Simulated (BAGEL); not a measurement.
# CH4AlOS (SMILES C[O][Al][SH]): UHF/6-31G(d) (density fitting with qzvpp-jkfit, spherical functions)

Aim: the vertical doublet–quartet gap of CH4AlOS at UHF/6-31G* (density fitting with qzvpp-jkfit, spherical functions), from 2 runs. 

The calculation is run with BAGEL 1.2.2.

2 further runs of the same task are left out: 2 set aside as unsound or not needed. Runs told in other sessions of the task aren't counted.

### 1 The system as given

CH4AlOS: 8 atoms, total charge 0, spin state doublet. SMILES: `C[O][Al][SH]`. The shape is that of a PBE0-D4/def2-TZVP optimisation. This is one conformer, not always the lowest.

Bond lengths: C1–O2 1.399 Å, O2–Al3 1.681 Å, Al3–S4 2.211 Å, C1–H5 1.095 Å, C1–H6 1.097 Å, C1–H7 1.095 Å, S4–H8 1.343 Å. Angles: C1–O2–Al3 138.8°, O2–Al3–S4 117.4°, O2–C1–H5 110.0°, O2–C1–H6 112.4°, O2–C1–H7 110.0°, Al3–S4–H8 93.1°, H5–C1–H6 108.1°, H5–C1–H7 108.0°, H6–C1–H7 108.1°.

### 2 A single-point energy at UHF/6-31G(d) (density fitting with qzvpp-jkfit, spherical functions)

Input file hf.json:

```json
{ "bagel" : [

{
  "title" : "molecule",
  "basis" : "6-31gs.json",
  "df_basis" : "qzvpp-jkfit",
  "angstrom" : true,
  "geometry" : [
    { "atom" : "C", "xyz" : [       0.012700,       1.389900,       0.390100 ] },
    { "atom" : "O", "xyz" : [       0.731400,       0.585100,      -0.499900 ] },
    { "atom" : "Al", "xyz" : [       0.776700,      -1.019600,      -0.998400 ] },
    { "atom" : "S", "xyz" : [      -0.666100,      -2.414800,      -0.071000 ] },
    { "atom" : "H", "xyz" : [      -0.477100,       2.204100,      -0.153500 ] },
    { "atom" : "H", "xyz" : [      -0.758200,       0.828800,       0.931900 ] },
    { "atom" : "H", "xyz" : [       0.691400,       1.833400,       1.125700 ] },
    { "atom" : "H", "xyz" : [      -0.218700,      -3.463900,      -0.780800 ] }
  ]
},

{ "title" : "uhf", "nopen" : 1 },

{ "title" : "print", "file" : "orbitals.molden", "orbitals" : true }

]}
```

The basis set 6-31G* is read from a file made from the Basis Set Exchange's data (not shown).

Run with:

```sh
$ BAGEL_NUM_THREADS=1 BAGEL hf.json > hf.out
```

Output:

```text
* using 1 threads per process

  ===============================================================
  ===============================================================

  *** Geometry ***

  { "atom" : "C", "xyz" : [      0.024000,      2.626530,      0.737182 ] },
  { "atom" : "O", "xyz" : [      1.382146,      1.105679,     -0.944674 ] },
  { "atom" : "Al", "xyz" : [      1.467750,     -1.926765,     -1.886703 ] },
  { "atom" : "S", "xyz" : [     -1.258747,     -4.563311,     -0.134171 ] },
  { "atom" : "H", "xyz" : [     -0.901588,      4.165145,     -0.290073 ] },
  { "atom" : "H", "xyz" : [     -1.432790,      1.566205,      1.761036 ] },
  { "atom" : "H", "xyz" : [      1.306557,      3.464624,      2.127265 ] },
  { "atom" : "H", "xyz" : [     -0.413283,     -6.545822,     -1.475498 ] },

  Number of auxiliary basis functions:      480

  Since a DF basis is specified, we compute 2- and 3-index integrals:
    o Being stored without compression. Storage requirement is 0.020 GB

  Number of basis functions:       72
  Number of electrons      :       47

    * METHOD: MOLECULE                             0.19

  *** Open-shell HF ***

  === Nuclear Repulsion ===
   187.2074258462

      * DIIS with orbital gradients will be used.

  === UHF iteration (6-31gs.json) ===
      0       -754.29784270          0.04263112           0.09
      1       -754.42455293          0.03299908           0.09
      2       -754.47796763          0.02272744           0.09
      3       -754.52527859          0.00142234           0.09
      4       -754.52652064          0.00055292           0.09
      5       -754.52674754          0.00024552           0.09
      6       -754.52684495          0.00007645           0.09
      7       -754.52686122          0.00002798           0.09
      8       -754.52686441          0.00001191           0.09
      9       -754.52686521          0.00000423           0.09
     10       -754.52686533          0.00000181           0.09
     11       -754.52686535          0.00000086           0.09
     12       -754.52686536          0.00000038           0.09
     13       -754.52686536          0.00000017           0.10
     14       -754.52686536          0.00000009           0.09
     15       -754.52686536          0.00000005           0.09
     16       -754.52686536          0.00000002           0.09
     17       -754.52686536          0.00000001           0.09
    * SCF iteration converged.

    * S^2 (UHF) is 0.7544

    * Permanent dipole moment:
           (   -0.331378,    -0.103407,     0.274392) a.u.

    * METHOD: UHF                                  1.72

    * METHOD: PRINT                                0.01

  ===============================================================
```

Run time: 2.1 s. Hardware: 1 thread of Arm Neoverse V2, shared host; peak memory 0.1 GiB.

### 3 The quartet

Input file job.json:

```json
{ "bagel" : [

{
  "title" : "molecule",
  "basis" : "6-31gs.json",
  "df_basis" : "qzvpp-jkfit",
  "angstrom" : true,
  "geometry" : [
    { "atom" : "C", "xyz" : [    0.012700,    1.389900,    0.390100 ] },
    { "atom" : "O", "xyz" : [    0.731400,    0.585100,   -0.499900 ] },
    { "atom" : "Al", "xyz" : [    0.776700,   -1.019600,   -0.998400 ] },
    { "atom" : "S", "xyz" : [   -0.666100,   -2.414800,   -0.071000 ] },
    { "atom" : "H", "xyz" : [   -0.477100,    2.204100,   -0.153500 ] },
    { "atom" : "H", "xyz" : [   -0.758200,    0.828800,    0.931900 ] },
    { "atom" : "H", "xyz" : [    0.691400,    1.833400,    1.125700 ] },
    { "atom" : "H", "xyz" : [   -0.218700,   -3.463900,   -0.780800 ] }
  ]
},
{ "title" : "uhf", "charge" : 0, "nopen" : 3 },
{ "title" : "print", "file" : "orbitals.molden", "orbitals" : true }

]}
```

The basis set 6-31G* is read from a file made from the Basis Set Exchange's data (not shown).

Run with:

```sh
$ BAGEL_NUM_THREADS=1 BAGEL job.json > job.out
```

Output:

```text
* using 1 threads per process

  ===============================================================
  ===============================================================

  *** Geometry ***

  { "atom" : "C", "xyz" : [      0.024000,      2.626530,      0.737182 ] },
  { "atom" : "O", "xyz" : [      1.382146,      1.105679,     -0.944674 ] },
  { "atom" : "Al", "xyz" : [      1.467750,     -1.926765,     -1.886703 ] },
  { "atom" : "S", "xyz" : [     -1.258747,     -4.563311,     -0.134171 ] },
  { "atom" : "H", "xyz" : [     -0.901588,      4.165145,     -0.290073 ] },
  { "atom" : "H", "xyz" : [     -1.432790,      1.566205,      1.761036 ] },
  { "atom" : "H", "xyz" : [      1.306557,      3.464624,      2.127265 ] },
  { "atom" : "H", "xyz" : [     -0.413283,     -6.545822,     -1.475498 ] },

  Number of auxiliary basis functions:      480

  Since a DF basis is specified, we compute 2- and 3-index integrals:
    o Being stored without compression. Storage requirement is 0.020 GB

  Number of basis functions:       72
  Number of electrons      :       47

    * METHOD: MOLECULE                             0.19

  *** Open-shell HF ***

  === Nuclear Repulsion ===
   187.2074258462

      * DIIS with orbital gradients will be used.

  === UHF iteration (6-31gs.json) ===
      0       -754.06085154          0.04565064           0.09
      1       -754.06858193          0.04898066           0.09
      2       -754.15161684          0.04327444           0.09
      3       -754.34026608          0.00494252           0.09
      4       -754.35106409          0.00234175           0.09
      5       -754.35525442          0.00122357           0.09
      6       -754.35705288          0.00040602           0.09
      7       -754.35716185          0.00013173           0.09
      8       -754.35718619          0.00005297           0.09
      9       -754.35719222          0.00002538           0.09
     10       -754.35719342          0.00000706           0.09
     11       -754.35719385          0.00000312           0.09
     12       -754.35719397          0.00000133           0.09
     13       -754.35719400          0.00000048           0.09
     14       -754.35719401          0.00000019           0.09
     15       -754.35719401          0.00000008           0.09
     16       -754.35719401          0.00000005           0.09
     17       -754.35719401          0.00000002           0.09
     18       -754.35719401          0.00000002           0.09
     19       -754.35719401          0.00000001           0.09
     20       -754.35719401          0.00000001           0.09
    * SCF iteration converged.

    * S^2 (UHF) is 3.7617

    * Permanent dipole moment:
           (    1.294305,     1.654238,    -0.717250) a.u.

    * METHOD: UHF                                  1.98

    * METHOD: PRINT                                0.01

  ===============================================================
```

Run time: 2.4 s. Hardware: 1 thread of Arm Neoverse V2, shared host; peak memory 0.1 GiB.

### 4 Outcome

At UHF/6-31G* (density fitting with qzvpp-jkfit, spherical functions):

```
                                        quantity          value
                           doublet: total energy  -754.52687 Eh
                          doublet: dipole moment         1.12 D
                                   doublet: ⟨S²⟩          0.754
                           quartet: total energy  -754.35719 Eh
                          quartet: dipole moment         5.64 D
                                   quartet: ⟨S²⟩          3.762
vertical energy of the quartet above the doublet       4.617 eV
```

In words: At this shape the quartet lies 4.62 eV (106 kcal/mol) above the doublet.
